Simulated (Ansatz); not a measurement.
I need a single point of Be4B, space group P4/nmm. Use Ansatz's Python interface. Settings: LDA, PAW, cutoff 490 eV, 9×9×4 k-points, Gaussian smearing of 0.2 eV.

```xyz
10
Lattice="3.3690 0.0000 0.0000 0.0000 3.3690 0.0000 0.0000 0.0000 7.0500" Properties=species:S:1:pos:R:3 pbc="T T T"
Be    0.0000    0.0000    0.0000
Be    1.6845    1.6845    0.0000
Be    0.0000    1.6845    3.3910
Be    1.6845    0.0000    3.6589
Be    0.0000    0.0000    2.1432
Be    1.6845    1.6845    2.1432
Be    1.6845    1.6845    4.9068
Be    0.0000    0.0000    4.9068
B     0.0000    1.6845    1.1915
B     1.6845    0.0000    5.8585
```

The script, `scf_be4b.py`:
```python
from collections import Counter
from pathlib import Path
import warnings

import ansatz as az
import numpy as np
from pymatgen.core import Structure

warnings.simplefilter("ignore", az.DeckWarning)

structure = (
    az.Lattice.from_parameters(3.369, 3.369, 7.05, alpha=90.0, beta=90.0, gamma=90.0)
    .atom("Be", (0.0, 0.0, 0.0))
    .atom("Be", (0.5, 0.5, 0.0))
    .atom("Be", (0.0, 0.5, 0.481))
    .atom("Be", (0.5, 0.0, 0.519))
    .atom("Be", (0.0, 0.0, 0.304))
    .atom("Be", (0.5, 0.5, 0.304))
    .atom("Be", (0.5, 0.5, 0.696))
    .atom("Be", (0.0, 0.0, 0.696))
    .atom("B", (0.0, 0.5, 0.169))
    .atom("B", (0.5, 0.0, 0.831))
)

calculation = (
    structure.calculation()
    .functional(az.Functional.LDA)
    .basis(18 * az.Ha)
    .kpoints(9, 9, 4)
    .occupations("gaussian", width=0.2)
    .mixing("broyden")
    .scf(tolerance=1e-09, max_iterations=150, extra_bands=12, algorithm="direct_min")
    .density_of_states(energy_step=0.2, nscf_kmesh_spacing=0.24)
    .band_table()
    .density()
    .potential()
    .electron_localization_function()
    .output_files(volumetric_format="npy")
)
out = calculation.run()
data = out.report

print("%-22s %14.5f eV" % ("F = E - TS", data["free_energy_ev"]))
print("%-22s %14.5f eV" % ("E", data["internal_energy_ev"]))
print("%-22s %14.5f eV" % ("Harris-Foulkes", data["harris_foulkes_ev"]))
print("%-22s %14.5f eV" % ("Fermi level", data["fermi_energy_ev"]))

dos = out.density_of_states()
energy = np.asarray(dos.energies_ev) - dos.fermi_ev
top = min(levels[-1] for levels in data["eigenvalues_ev"]) - dos.fermi_ev  # the computed bands end here
for spin, channel in enumerate(dos.channels):
    g = np.asarray(channel.g_bin_mean_per_ev)
    peak = np.where(np.abs(energy) < 8, g, 0).argmax()
    print(f"channel {spin}: g(E_F) = {np.interp(0.0, energy, g):.3f} states/eV, highest peak within 8 eV {g[peak]:.2f} at {energy[peak]:.2f} eV")
grid = np.arange(-6, min(4, top), 0.5)
columns = [grid] + [np.interp(grid, energy, ch.g_bin_mean_per_ev) for ch in dos.channels]
np.savetxt("dos_be4b.dat", np.column_stack(columns), fmt="%.3f", header="E-EF (eV), states/eV by channel")

terms = data["components"]
print({name: round(terms[name], 3) for name in ("e_kinetic", "e_hartree", "e_xc", "e_local", "e_nonlocal")})

final = Structure(out.lattice.cell_ang, [s.symbol for s in out.lattice.sites], [s.position_frac for s in out.lattice.sites])
for index, site in enumerate(final):
    near = final.get_neighbors(site, 4.5)
    edge = 1.15 * min(n.nn_distance for n in near)
    shell = Counter((round(n.nn_distance, 2), n.specie.symbol) for n in near if n.nn_distance < edge)
    print(f"{index:2d} {site.specie.symbol:2s}", ", ".join(f"{count} {symbol} at {d:.2f}" for (d, symbol), count in sorted(shell.items())))

folder = Path(out.write_results("fields"))
print("densities in e/A^3, potentials in eV, ELF without unit")
for name in sorted(p.name for p in folder.glob("*.npy")):
    field = np.load(folder / name)
    print(f"{name:16s} {str(field.shape):16s} min {field.min():10.4f}  mean {field.mean():10.4f}  max {field.max():10.4f}")
```

Output of `python scf_be4b.py`:
```text
F = E - TS                -1005.48835 eV
E                         -1005.46053 eV
Harris-Foulkes            -1005.48835 eV
Fermi level                   7.67406 eV
channel 0: g(E_F) = 1.008 states/eV, highest peak within 8 eV 4.46 at 2.46 eV
{'e_kinetic': 265.962, 'e_hartree': 22.14, 'e_xc': -221.117, 'e_local': -55.131, 'e_nonlocal': 60.899}
 0 Be 4 B at 2.06, 2 Be at 2.14
 1 Be 4 B at 2.06, 2 Be at 2.14
 2 Be 4 Be at 2.10, 1 B at 2.20, 4 Be at 2.27, 4 Be at 2.40
 3 Be 4 Be at 2.10, 1 B at 2.20, 4 Be at 2.27, 4 Be at 2.40
 4 Be 2 B at 1.93, 2 Be at 2.10, 1 Be at 2.14
 5 Be 2 B at 1.93, 2 Be at 2.10, 1 Be at 2.14
 6 Be 2 B at 1.93, 2 Be at 2.10, 1 Be at 2.14
 7 Be 2 B at 1.93, 2 Be at 2.10, 1 Be at 2.14
 8 B  4 Be at 1.93, 4 Be at 2.06, 1 Be at 2.20
 9 B  4 Be at 1.93, 4 Be at 2.06, 1 Be at 2.20
densities in e/A^3, potentials in eV, ELF without unit
elf.npy          (25, 25, 54)     min     0.0000  mean     0.4716  max     0.8197
rho.npy          (25, 25, 54)     min     0.0498  mean     0.2749  max     0.7418
v_es.npy         (25, 25, 54)     min   -60.3330  mean     0.6856  max    10.8908
v_tot.npy        (25, 25, 54)     min   -79.2344  mean   -10.1190  max     4.3359
```

File `dos_be4b.dat` afterwards:
```text
# E-EF (eV), states/eV by channel
-6.000 2.123
-5.500 2.524
-5.000 2.579
-4.500 2.236
-4.000 3.212
-3.500 3.257
-3.000 3.578
-2.500 2.670
-2.000 2.657
-1.500 1.870
-1.000 1.111
-0.500 0.991
0.000 1.008
0.500 1.029
1.000 1.033
1.500 0.715
2.000 0.954
2.500 4.442
3.000 3.697
3.500 2.144
```

Reading the output:
- These settings explore the input space; cutoff and mesh may be short of convergence.
- The energy terms are those on the plane-wave grid, with the one-centre PAW part apart; the terms shown are only some of the summands, so they needn't add up to F.
- For a metal this k-point mesh is coarse: on a finer one energies can move by several to tens of meV an atom and pressures by half a GPa or more, differences at one mesh by less.
- An absolute Fermi energy rests on an arbitrary zero of the periodic potential and has no direct meaning.
- The fields are valence quantities on the plane-wave grid; their values near the nuclei depend on the potentials.
- The structure is a deposited one; some such entries were measured under pressure or heat, so a shift against it needn't be the functional's error alone.
- The computed bands are complete only to about 7.6 eV above the Fermi level; beyond that the density of states is undercounted.
- It ran for 14 s on 1 thread of Intel(R) Xeon(R) Platinum 8488C (Sapphire Rapids), on a shared host, peak memory 0.55 GiB.

(Lines on the test bed's own set-up are left out of the output.)
